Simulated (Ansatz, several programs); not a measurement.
An ordered 8-atom cell of Ga₄As₃N on the zincblende lattice (I-42m), relaxed with PBE in Ansatz (plane waves, PAW): it is tetragonal, I-42m (No. 121); a = 5.460 Å, c = 10.742 Å in the conventional setting, 20.02 Å³ an atom. N is surrounded by 4 Ga at 2.03 Å; Ga is surrounded by 1 N at 2.03 Å and 3 As at 2.45–2.53 Å; As is surrounded by 4 Ga at 2.45 Å; As is surrounded by 4 Ga at 2.53 Å. The cell was then scaled with its shape and fractional coordinates held, which makes it stiffer than a relaxed compression. The cell comes from a prototype generator: it can be a known phase or a hypothetical one. Spin polarisation is off.

```
V (Å³/atom)  E (meV/atom)
     18.817         19.48
     19.418          4.61
     20.018          0.00
     21.219         15.22
```

Problem. Pass a cubic E = c₀ + c₁u + c₂u² + c₃u³, with u = V − 19.868 Å³, through these points.

Solution. c₀ = 0.28, c₁ = -3.721, c₂ = 12.572, c₃ = -1.2078 (meV and Å³).

Problem. Where is the minimum, and what bulk modulus follows?

Solution. dE/du = 0 at u = +0.151, so V₀ = 20.02 Å³. B = V₀ d²E/dV² = 20.02 × (2c₂ + 6c₃u) = 20.02 × 24.048 = 481 meV/Å³, and 1 meV/Å³ is 0.16022 GPa: 77 GPa. A third-order Birch-Murnaghan fit to all five points gives 20.02 Å³ and 76 GPa.

Problem. Predict the energy and the pressure at the withheld volume, 20.619 Å³.

Solution. With u = +0.751: E ≈ 4.06 meV and P = −dE/dV ≈ -2.10 GPa. The run gives 3.95 meV and, from its stress, -2.09 GPa.
